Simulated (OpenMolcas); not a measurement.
# One shape, several levels: C2F4O (trifluoroacetyl fluoride)

Aim: a comparison of 6 runs (B2PLYP/cc-pVDZ, B3LYP/6-31G*, BLYP/cc-pVDZ, PBE0/cc-pVDZ, r2SCAN/cc-pVDZ, MP2/cc-pVDZ) of C2F4O (trifluoroacetyl fluoride). 

The results are computed with OpenMolcas 26.06.

1 further run of the same task is left out (set aside as unsound or not needed).

## 1. The structure to begin with

C2F4O: 7 atoms, total charge 0, spin state singlet. SMILES: `O=C(F)C(F)(F)F`. The C4–F7 distance was set to 1.714 Å, away from the relaxed value.

Bond lengths: O1–C2 1.172 Å, C2–F3 1.326 Å, C2–C4 1.542 Å, C4–F5 1.330 Å, C4–F6 1.330 Å. Angles: O1–C2–F3 124.0°, O1–C2–C4 126.4°, F3–C2–C4 109.5°, C2–C4–F5 109.8°, C2–C4–F6 109.8°, F5–C4–F6 108.7°. A long bond or contact: C4–F7 1.714 Å.

## 2. The energy at B2PLYP/cc-pVDZ (run 1)

Input file mol.xyz:

```xyz
7

O      0.697396    -1.519693     0.795152
C     -0.274804    -0.921633     0.529162
F     -1.500624    -1.324533     0.833872
C     -0.345634     0.428327    -0.212428
F     -1.061664     0.294747    -1.324728
F     -0.928114     1.338057     0.562842
F      1.230750     0.963590    -0.619810
```

Input file job.input:

```
&GATEWAY
 BASLIB
 $CurrDir
 COORD
 mol.xyz
 BASIS
 cc-pVDZ
 GROUP
 NoSym

&SEWARD
 GRIDINPUT
 Grid=UltraFine
 End of Grid

&SCF
 KSDFT
 B2PLYP_SCF
 THRESHOLDS
 1e-10 1e-07 1e-07 1e-05
 PRORBITALS
 1 2

&MBPT2
 FROZEN
 7
```

The basis set cc-pVDZ is read from a file made from the Basis Set Exchange's data (not shown).

On the command line:

```sh
export MOLCAS_MEM=1860
pymolcas job.input > job.log
```

Log:

```text
--- Start Module: gateway ---
[...]
--- Stop Module: gateway /rc=_RC_ALL_IS_WELL_ ---
[...]
      Basis functions           98
[...]
--- Start Module: scf ---
[...]
       Convergence after  15 Iterations
[...]
::    Total KS-DFT energy                            -549.9669791715
[...]
      Total spin, S                                     0.0000000000
[...]
      Total electronic charge=   56.000000
      Total            charge=   -0.000000
[...]
      Dipole Moment (debye):
      Origin of the operator (angstrom)=   -0.3381   -0.0523    0.0527
                   X= -1.9624E+00               Y= -1.7175E-01               Z=  2.3053E-01           Total=  1.9833E+00
      Quadrupole Moment (debye*angstrom):
[...]
--- Stop Module: scf /rc=_RC_ALL_IS_WELL_ ---
[...]
--- Start Module: mbpt2 ---
[...]
 ###    WARNING: MP2 implementation intended for RHF references only         ###
 ###############################################################################
MBPT2 WARNING: Reference function according to RunFile:KS-DFT
I'll assume you know what you're doing and continue
WARNING!
Default frozen orbitals as non valence orbitals is overwritten by user input.
Default values:   7
[...]
       Reference weight ( Cref**2 )         =        0.68194
::    Total MBPT2 energy                             -551.4213958825
[...]
      Total MBPT2 calculations                           0.41      0.49
--- Stop Module: mbpt2 /rc=_RC_ALL_IS_WELL_ ---
[...]
```

It took 24 s on 1 thread of Intel Xeon 6975P-C (Granite Rapids), shared host; peak memory 0.55 GiB.

## 3. The energy at B3LYP/6-31G(d) (spherical functions) (run 2)

Input file mol.inp:

```
* C2F4O Kohn-Sham DFT

&gateway
  baslib = $CurrDir
  coord
  7
  bohr
  O      1.31788744    -2.87180356     1.50261951
  C     -0.51930430    -1.74163396     0.99997126
  F     -2.83576838    -2.50300461     1.57578970
  C     -0.65315360     0.80942072    -0.40143074
  F     -2.00625420     0.55699111    -2.50337311
  F     -1.75388127     2.52856127     1.06361723
  F      2.32578043     1.82092120    -1.17127115
  basis = 6-31Gs
  group = NoSym

&seward
  gridinput
  Grid=UltraFine
  End of Grid

&scf
  ksdft = B3LYP
  thresholds = 1e-10 1e-07 1e-07 1e-05
  prorbitals = 1 1
```

The basis set 6-31G* is read from a file made from the Basis Set Exchange's data (not shown).

On the command line:

```sh
export MOLCAS_MEM=1860
pymolcas mol.inp > mol.log
```

Log:

```text
--- Start Module: gateway ---
[...]
--- Stop Module: gateway /rc=_RC_ALL_IS_WELL_ ---
--- Start Module: seward ---
[...]
      Basis functions           98
--- Stop Module: seward /rc=_RC_ALL_IS_WELL_ ---
[...]
--- Start Module: scf ---
[...]
       Convergence after  17 Iterations
[...]
::    Total KS-DFT energy                            -550.7260124999
[...]
      Total spin, S                                     0.0000000000
[...]
      Total electronic charge=   56.000000
      Total            charge=   -0.000000
[...]
      Dipole Moment (debye):
      Origin of the operator (angstrom)=   -0.3381   -0.0523    0.0527
                   X= -2.0302E+00               Y= -4.2801E-02               Z=  1.6365E-01           Total=  2.0372E+00
      Quadrupole Moment (debye*angstrom):
[...]
--- Stop Module: scf /rc=_RC_ALL_IS_WELL_ ---
[...]
```

It took 23 s on 1 thread of Intel Xeon 6975P-C (Granite Rapids), shared host; peak memory 0.54 GiB.

Run 3 isn't shown in full; the table further down has it.

## 4. The energy at PBE0/cc-pVDZ (run 4)

Input file test.input:

```
&gateway
baslib = $CurrDir
coord
7
bohr
O      1.31788744    -2.87180356     1.50261951
C     -0.51930430    -1.74163396     0.99997126
F     -2.83576838    -2.50300461     1.57578970
C     -0.65315360     0.80942072    -0.40143074
F     -2.00625420     0.55699111    -2.50337311
F     -1.75388127     2.52856127     1.06361723
F      2.32578043     1.82092120    -1.17127115
basis = cc-pVDZ
group = NoSym
&seward
gridinput
Grid=UltraFine
End of Grid
&scf
ksdft = PBE0
thresholds = 1e-10 1e-07 1e-07 1e-05
prorbitals = 0
```

The basis set cc-pVDZ is read from a file made from the Basis Set Exchange's data (not shown).

On the command line:

```sh
export MOLCAS_MEM=1860
pymolcas test.input > test.log
```

Log:

```text
--- Start Module: gateway ---
[...]
--- Stop Module: gateway /rc=_RC_ALL_IS_WELL_ ---
--- Start Module: seward ---
[...]
      Basis functions           98
--- Stop Module: seward /rc=_RC_ALL_IS_WELL_ ---
[...]
--- Start Module: scf ---
[...]
       Convergence after  17 Iterations
[...]
::    Total KS-DFT energy                            -550.2404455592
[...]
      Total spin, S                                     0.0000000000
[...]
      Total electronic charge=   56.000000
      Total            charge=   -0.000000
[...]
      Dipole Moment (debye):
      Origin of the operator (angstrom)=   -0.3381   -0.0523    0.0527
                   X= -1.9837E+00               Y= -1.5202E-01               Z=  2.2119E-01           Total=  2.0018E+00
      Quadrupole Moment (debye*angstrom):
[...]
--- Stop Module: scf /rc=_RC_ALL_IS_WELL_ ---
[...]
```

Run time: 26 s. Hardware: 1 thread of Intel Xeon 6975P-C (Granite Rapids), shared host; peak memory 0.55 GiB.

Run 5 isn't shown in full; the table further down has it.

## 5. The energy at MP2/cc-pVDZ (run 6)

Input file test.input:

```
&gateway
  baslib = $CurrDir
  basisset
  O.cc-pVDZ....
  O1 0.697396 -1.519693 0.795152 angstrom
  End of Basis
  basisset
  C.cc-pVDZ....
  C2 -0.274804 -0.921633 0.529162 angstrom
  C4 -0.345634 0.428327 -0.212428 angstrom
  End of Basis
  basisset
  F.cc-pVDZ....
  F3 -1.500624 -1.324533 0.833872 angstrom
  F5 -1.061664 0.294747 -1.324728 angstrom
  F6 -0.928114 1.338057 0.562842 angstrom
  F7 1.230750 0.963590 -0.619810 angstrom
  End of Basis

&seward

&scf
  thresholds = 1e-10 1e-07 1e-07 1e-05
  prorbitals = 1 2

&mbpt2
  frozen = 7
```

The basis set cc-pVDZ is read from a file made from the Basis Set Exchange's data (not shown).

On the command line:

```sh
export MOLCAS_MEM=1860
pymolcas test.input > test.log
```

Log:

```text
--- Start Module: gateway ---
[...]
--- Stop Module: gateway /rc=_RC_ALL_IS_WELL_ ---
[...]
      Basis functions           98
[...]
--- Start Module: scf ---
[...]
       Convergence after  15 Iterations
[...]
::    Total SCF energy                               -548.3056205346
[...]
      Total spin, S                                     0.0000000000
[...]
      Total electronic charge=   56.000000
      Total            charge=   -0.000000
[...]
      Dipole Moment (debye):
      Origin of the operator (angstrom)=   -0.3381   -0.0523    0.0527
                   X= -2.0623E+00               Y= -1.9939E-01               Z=  2.5265E-01           Total=  2.0873E+00
      Quadrupole Moment (debye*angstrom):
[...]
--- Stop Module: scf /rc=_RC_ALL_IS_WELL_ ---
[...]
--- Start Module: mbpt2 ---
[...]
WARNING!
Default frozen orbitals as non valence orbitals is overwritten by user input.
Default values:   7
[...]
       Reference weight ( Cref**2 )         =        0.77270
::    Total MBPT2 energy                             -549.5003445641
[...]
      Total MBPT2 calculations                           0.38      0.44
--- Stop Module: mbpt2 /rc=_RC_ALL_IS_WELL_ ---
[...]
```

Run time: 8.1 s. Hardware: 1 thread of Intel Xeon 6975P-C (Granite Rapids), shared host; peak memory 0.54 GiB.

## 6. The series

```tsv
run	level	frozen core orbitals	integration grid	energy (Eh)	dipole moment (D) of the reference	HOMO energy (eV)	LUMO energy (eV)	wall time
1	B2PLYP/cc-pVDZ	7	UltraFine	-550.359672	1.98	-11.87	-0.24	24 s
2	B3LYP/6-31G* (spherical functions)	–	UltraFine	-550.726012	2.04	-9.60	-1.96	23 s
3	BLYP/cc-pVDZ	–	UltraFine	-550.726004	1.99	-7.91	-2.65	31 s
4	PBE0/cc-pVDZ	–	UltraFine	-550.240446	2.00	-10.04	-1.83	26 s
5	r2SCAN/cc-pVDZ	–	UltraFine	-550.550556	2.06	-8.63	-2.78	38 s
6	MP2/cc-pVDZ	7	–	-549.500345	2.09	-14.91	2.49	8.1 s
```

## 7. What came out

| quantity | value |
| --- | --- |
| run 6: total energy | -549.50034 Eh |
| run 6: dipole moment (mean-field density) | 2.09 D |
| run 6: HOMO energy (Hartree–Fock orbitals) | -14.91 eV |
| run 6: LUMO energy (Hartree–Fock orbitals) | 2.49 eV |
| run 6: HOMO–LUMO gap (Hartree–Fock orbitals) | 17.41 eV |
| run 6: correlation energy (7 core orbitals frozen) | -1194.7 mEh |

What this shows: Over runs 1, 2, 3, 4, 5 the dipole moment (its size) runs from 1.98 D (B2PLYP/cc-pVDZ) to 2.06 D (r2SCAN/cc-pVDZ). A double hybrid's value is that of its SCF part. Over runs 1, 2, 3, 4, 5 the HOMO–LUMO gap runs from 5.26 eV (BLYP/cc-pVDZ) to 11.63 eV (B2PLYP/cc-pVDZ). For B2PLYP the log adds the whole second-order term; the table takes 0.27 of it, as the functional is defined. Totals of different functionals can't be ranked against each other. All runs together took 2.5 min, the longest 38 s.
